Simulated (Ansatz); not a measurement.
**C₂H₅GeSb: one species, many methods**

Aim: compute C₂H₅GeSb with functionals from several rungs and with coupled cluster, and see how far each lands from CCSD(T) at the basis-set limit for the atomisation energy.

The runs use Ansatz 0.2.0, Gaussian basis; functionals in def2-TZVPP, the program's frozen cores in correlated methods.

Plan: LDA (SPW92), PBE-D4, revPBE-D4, BLYP-D4, r2SCAN-D4, B97M-V, PBE0-D4, B3LYP-D4, r2SCANh-D4, r2SCAN0-D4, HSE06-D4, BHLYP-D4, CAM-B3LYP-D4, LC-ωPBE, ωB97X-V, ωB97M-V, B2PLYP, PBE-QIDH; CCSD(T)/def2-SVP; CCSD(T)/def2-TZVPP; MP2/def2-QZVPP; extrapolation to the limit; RPA on PBE.

## 1. The relaxed structure

The geometry comes from an earlier relaxation with PBE0-D4 in a triple-zeta def2 set; it is a stationary point, not always the lowest conformer. Sb takes the def2 core potential; no spin-orbit term is included.

SMILES `C#[C][GeH2][SbH2]`, 9 atoms, charge 0, spin multiplicity 1.

Atoms are counted from 1 here; the program's logs count them from 0.

Bond lengths: C1–C2 1.206 Å, C1–H5 1.066 Å, C2–Ge3 1.901 Å, Ge3–Sb4 2.621 Å, Ge3–H6 1.537 Å, Ge3–H7 1.535 Å, Sb4–H8 1.708 Å, Sb4–H9 1.710 Å. Angles: C2–C1–H5 179.4°, C1–C2–Ge3 177.3°, C2–Ge3–Sb4 106.9°, C2–Ge3–H6 108.0°, C2–Ge3–H7 108.2°, Sb4–Ge3–H6 110.3°, Sb4–Ge3–H7 113.5°, H6–Ge3–H7 109.8°, Ge3–Sb4–H8 90.5°, Ge3–Sb4–H9 90.8°, H8–Sb4–H9 91.2°.

## 2. LDA

This LDA is Slater exchange with PW92 correlation.

File in.yaml:

```yaml
crystal:
  periodic: [false, false, false]
  atoms:
    - {symbol: C, position_ang: [2.267884, -0.640775, -1.254336]}
    - {symbol: C, position_ang: [1.318144, -0.042208, -0.814287]}
    - {symbol: Ge, position_ang: [-0.197099, 0.829909, -0.067897]}
    - {symbol: Sb, position_ang: [-1.107749, -0.724586, 1.835342]}
    - {symbol: H, position_ang: [3.109366, -1.161822, -1.649899]}
    - {symbol: H, position_ang: [0.267396, 2.173451, 0.516694]}
    - {symbol: H, position_ang: [-1.211886, 1.076673, -1.193427]}
    - {symbol: H, position_ang: [-1.814575, -1.756636, 0.672679]}
    - {symbol: H, position_ang: [-2.542979, 0.199694, 1.938132]}
basis:
  gaussian: {orbitals: def2-TZVPP}
hamiltonian: {xc: lda}
output: {orbitals: {seedname: orbitals}}
```

The runs that follow: PBE-D4 (GGA); revPBE-D4 (GGA); BLYP-D4 (GGA); r2SCAN-D4 (meta-GGA); B97M-V (meta-GGA); PBE0-D4 (hybrid); B3LYP-D4 (hybrid); r2SCANh-D4 (hybrid); r2SCAN0-D4 (hybrid); HSE06-D4 (hybrid); BHLYP-D4 (hybrid); CAM-B3LYP-D4 (range-separated); LC-ωPBE (range-separated); ωB97X-V (range-separated); ωB97M-V (range-separated); B2PLYP (double hybrid); PBE-QIDH (double hybrid); CCSD(T) in def2-SVP; CCSD(T) in def2-TZVPP; MP2 in def2-QZVPP; RPA on PBE orbitals.

**Question.** What will the summary of the whole plan be? Wanted: atomisation energy, CCSD(T)/CBS; farthest beyond LDA; mean size of error, GGA; mean size of error, meta-GGA; mean size of error, hybrid; mean size of error, range-separated; mean size of error, double hybrid; gap, smallest and largest; T1 diagnostic.

The runs gave:

```
                               quantity                                                                                    value
        atomisation energy, CCSD(T)/CBS                                                                            2882.9 kJ/mol
 functionals within 28.8 kJ/mol (1.0 %)  BLYP-D4, r2SCAN-D4, B97M-V, PBE0-D4, B3LYP-D4, HSE06-D4, CAM-B3LYP-D4, ωB97X-V, ωB97M-V
                    farthest beyond LDA                                                                  BHLYP-D4 (-94.2 kJ/mol)
                mean size of error, GGA                                                                              27.0 kJ/mol
           mean size of error, meta-GGA                                                                              17.5 kJ/mol
             mean size of error, hybrid                                                                              40.9 kJ/mol
    mean size of error, range-separated                                                                              25.5 kJ/mol
      mean size of error, double hybrid                                                                              43.3 kJ/mol
              gap, smallest and largest                                                    4.61 eV (BLYP-D4), 10.75 eV (LC-ωPBE)
                          T1 diagnostic                                                                                   0.0132
triples share of the correlation energy                                                                                    3.9 %
```

**Reading.** The LDA atomisation energy is off by 423.4 kJ/mol (15 %): it overbinds. PBE-D4 is off by +37.3 kJ/mol. Double hybrids carry the basis error of their MP2 part in triple zeta, and no dispersion term here, so their miss is partly the set-up's. The rungs meta-GGA, range-separated, GGA miss on average by less than the doubt on the reference (28.8 kJ/mol), so they tie. The reference freezes the cores and leaves out spin-orbit coupling and excitations past (T), and its outer-core shells are covered unevenly, so misses under about 28.8 kJ/mol can't be ranked. All levels share the lack of spin-orbit coupling, which lowers the free heavy atoms and so the true binding. Hartree-Fock recovers 69 % of the binding; the rest is correlation. CCSD(T) in def2-SVP is off by -203.8 kJ/mol, more than most functionals: a good method in a small basis is no reference. The gap grows from 4.6 to 10.8 eV across the functionals, mostly with the share of exact exchange. Correlated methods include outer-core shells of Ge, Sb, which these sets cover unevenly.
